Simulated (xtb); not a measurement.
# GFN2-xTB run of [SiPH4Br2]+ (SMILES [PH3+][SiH](Br)Br)

Aim: a geometry optimisation of [SiPH4Br2]+. 

Program for the calculation: xtb 6.7.1 later snapshot.

2 further runs of the same task are left out: 2 set aside as unsound or not needed.

### 1 The structure to begin with

The species is [SiPH4Br2]+ (8 atoms), meant as a singlet with charge +1. SMILES: `[PH3+][SiH](Br)Br`. The coordinates come from a GFN2-xTB relaxation. The run starts from this shape.

Bond lengths: P1–Si2 2.366 Å, Si2–Br3 2.189 Å, Si2–Br4 2.189 Å, P1–H5 1.376 Å, P1–H6 1.376 Å, P1–H7 1.376 Å, Si2–H8 1.446 Å. Some angles: P1–Si2–Br3 102.9°, P1–Si2–Br4 103.0°, Br3–Si2–Br4 113.9°, P1–Si2–H8 103.2°, Br3–Si2–H8 115.7°, Br4–Si2–H8 115.7°, Si2–P1–H5 116.5°, Si2–P1–H6 116.3°, Si2–P1–H7 116.0°, H5–P1–H6 102.2°.

### 2 A structure relaxation at GFN2-xTB

coord

```
$coord
     -0.504122238266      2.004923829183     -0.475625168307  p
      0.234477217544     -2.231653169616      0.745761517822  si
      3.929024072016     -2.028186357777      2.594934119814  br
      0.275843322412     -4.244438259477     -2.866865709147  br
     -2.734150243415      2.477922278177     -1.725206568216  h
     -0.563667508453      3.763143912796      1.438591806894  h
      1.244290166760      3.043857457980     -2.096443265399  h
     -1.881713685857     -2.785569691266      2.384853266539  h
$end
```

Started as:

```
$ xtb --opt vtight --gfn 2 -c 1 -- coord > coord.out 2> xtb.err
```

What values should one expect? Wanted: total energy at the end; HOMO energy; LUMO energy; HOMO–LUMO gap; dispersion energy; mean polarisability.

Answer, from the run:

Level: GFN2-xTB.

| quantity | value |
| --- | --- |
| total energy at the end | -14.07605 Eh |
| HOMO energy | -16.47 eV |
| LUMO energy | -11.73 eV |
| HOMO–LUMO gap | 4.75 eV |
| dispersion energy | -17.60 kJ/mol |
| mean polarisability (D4 model) | 94.1 bohr³ |

At the final geometry: Bond lengths: P1–Si2 2.365 Å, Si2–Br3 2.189 Å, Si2–Br4 2.189 Å, P1–H5 1.376 Å, P1–H6 1.376 Å, P1–H7 1.377 Å, Si2–H8 1.447 Å. Some angles: P1–Si2–Br3 102.9°, P1–Si2–Br4 102.9°, Br3–Si2–Br4 113.9°, P1–Si2–H8 103.3°, Br3–Si2–H8 115.7°, Br4–Si2–H8 115.7°, Si2–P1–H5 116.4°, Si2–P1–H6 116.4°, Si2–P1–H7 115.9°, H5–P1–H6 102.2°. The optimisation took 4 steps and changed the energy by -0.000 eV. Mulliken charges run from -0.04 on Br3 to +0.52 on Si2.
